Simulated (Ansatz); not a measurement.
# C8H16O2Ti: one species, many methods

One table from this session's results is given with a row withheld; the runs are named, their logs left out.

The runs use Ansatz 0.2.0, Gaussian basis; functionals in def2-TZVPP, the program's frozen cores in correlated methods.

The runs, in order: LDA (SPW92), PBE-D4, revPBE-D4, BLYP-D4, r2SCAN-D4, B97M-V, PBE0-D4, B3LYP-D4, r2SCANh-D4, r2SCAN0-D4, HSE06-D4, BHLYP-D4, CAM-B3LYP-D4, LC-ωPBE, ωB97X-V, ωB97M-V, B2PLYP, PBE-QIDH; CCSD(T)/def2-SVP; CCSD(T)/def2-TZVPP; MP2/def2-QZVPP; extrapolation to the limit; RPA on PBE.

## The relaxed structure

All runs share one geometry, relaxed beforehand with PBE0-D4 in a triple-zeta def2 set.

SMILES `CC1=CC(C)=[O+][Ti-]([CH3])([CH3])([CH3])[O]1`, 27 atoms, charge 0, spin multiplicity 1.

Atoms are counted from 1 here; the program's logs count them from 0.

Bond lengths: C1–C2 1.495 Å, C1–H12 1.093 Å, C1–H13 1.093 Å, C1–H14 1.089 Å, C2–C3 1.394 Å, C2–O11 1.269 Å, C3–C4 1.394 Å, C3–H15 1.080 Å, C4–C5 1.495 Å, C4–O6 1.269 Å, C5–H16 1.089 Å, C5–H17 1.093 Å, C5–H18 1.093 Å, O6–Ti7 2.010 Å, Ti7–C8 2.093 Å, Ti7–C9 2.064 Å, Ti7–C10 2.093 Å, Ti7–O11 2.010 Å and more. Angles: C2–C1–H12 109.1°, C2–C1–H13 109.1°, C2–C1–H14 112.4°, H12–C1–H13 107.0°, H12–C1–H14 109.6°, H13–C1–H14 109.5°, C1–C2–C3 120.7°, C1–C2–O11 116.0°, C3–C2–O11 123.2°, C2–C3–C4 121.2°, C2–C3–H15 119.3°, C4–C3–H15 119.3°, C3–C4–C5 120.7°, C3–C4–O6 123.2°, C5–C4–O6 116.0°, C4–C5–H16 112.4°, C4–C5–H17 109.1°, C4–C5–H18 109.1° and more.

The first run:

Input file in.yaml:

```yaml
crystal:
  periodic: [false, false, false]
  atoms:
    - {symbol: C, position_ang: [0.165919, -2.600211, -2.197073]}
    - {symbol: C, position_ang: [-0.194356, -1.591054, -1.155275]}
    - {symbol: C, position_ang: [-1.356794, -1.731807, -0.399509]}
    - {symbol: C, position_ang: [-1.779536, -0.727392, 0.469354]}
    - {symbol: C, position_ang: [-3.105565, -0.817328, 1.152836]}
    - {symbol: O, position_ang: [-1.098006, 0.315654, 0.710903]}
    - {symbol: Ti, position_ang: [0.704863, 1.009768, 0.154205]}
    - {symbol: C, position_ang: [0.861168, 1.552356, 2.169631]}
    - {symbol: C, position_ang: [0.496242, 2.735709, -0.958778]}
    - {symbol: C, position_ang: [2.741333, 0.533320, 0.236005]}
    - {symbol: O, position_ang: [0.601210, -0.609787, -1.031870]}
    - {symbol: H, position_ang: [1.154199, -3.008357, -1.972330]}
    - {symbol: H, position_ang: [0.238876, -2.102388, -3.167050]}
    - {symbol: H, position_ang: [-0.558799, -3.410496, -2.257433]}
    - {symbol: H, position_ang: [-1.990148, -2.592065, -0.560228]}
    - {symbol: H, position_ang: [-3.636525, -1.735827, 0.908046]}
    - {symbol: H, position_ang: [-2.955930, -0.756452, 2.233344]}
    - {symbol: H, position_ang: [-3.714556, 0.043377, 0.865502]}
    - {symbol: H, position_ang: [1.700139, 2.236375, 2.324137]}
    - {symbol: H, position_ang: [-0.075920, 2.049176, 2.445453]}
    - {symbol: H, position_ang: [0.994204, 0.678242, 2.813607]}
    - {symbol: H, position_ang: [-0.302743, 2.637434, -1.701114]}
    - {symbol: H, position_ang: [1.437608, 2.951941, -1.476215]}
    - {symbol: H, position_ang: [0.260759, 3.572616, -0.291805]}
    - {symbol: H, position_ang: [3.317570, 1.359745, 0.660972]}
    - {symbol: H, position_ang: [2.922436, -0.366848, 0.830393]}
    - {symbol: H, position_ang: [3.070553, 0.344095, -0.792107]}
basis:
  gaussian: {orbitals: def2-TZVPP}
hamiltonian: {xc: lda}
output: {orbitals: {seedname: orbitals}}
```

Launch:

```sh
ansatz run in.yaml --threads 11 --pin off --events-out ev --progress --plain --max-ram 174080MiB --backend cuda --devices 0, --max-vram 75GiB
```

Among the steps run: LDA; PBE-D4 (GGA); revPBE-D4 (GGA); BLYP-D4 (GGA); r2SCAN-D4 (meta-GGA); B97M-V (meta-GGA); B3LYP-D4 (hybrid); r2SCANh-D4 (hybrid); r2SCAN0-D4 (hybrid); HSE06-D4 (hybrid); BHLYP-D4 (hybrid); CAM-B3LYP-D4 (range-separated); LC-ωPBE (range-separated); ωB97X-V (range-separated); ωB97M-V (range-separated); B2PLYP (double hybrid); PBE-QIDH (double hybrid).

One of the session's tables, all rows but one given; the rest of the session is left out.

It belongs to the step «Orbital energies across the functionals». 

```
  functional  HOMO (eV)  LUMO (eV)  gap (eV)
 LDA (SPW92)      -5.52      -2.96      2.57
      PBE-D4      -5.40      -2.73      2.68
   revPBE-D4      -5.35      -2.63      2.72
     BLYP-D4      -5.29      -2.60      2.69
   r2SCAN-D4      -5.66      -2.57      3.09
      B97M-V      -5.79      -2.53      3.26
     PBE0-D4      -6.72      -1.83      4.89
    B3LYP-D4      -6.50      -2.05      4.46
  r2SCANh-D4      -6.15      -2.24      3.91
  r2SCAN0-D4      -6.90      -1.74      5.16
    HSE06-D4      -6.32      -2.20      4.11
    BHLYP-D4      -7.95      -0.78      7.17
CAM-B3LYP-D4      -8.12      -0.76      7.36
     LC-ωPBE          ?          ?         ?
     ωB97X-V      -9.15       0.28      9.43
     ωB97M-V      -9.05       0.21      9.26
```

Estimate the missing values for LC-ωPBE.

As computed: HOMO (eV): -9.49; LUMO (eV): 0.31; gap (eV): 9.80. In the column «HOMO (eV)» it is the lowest.
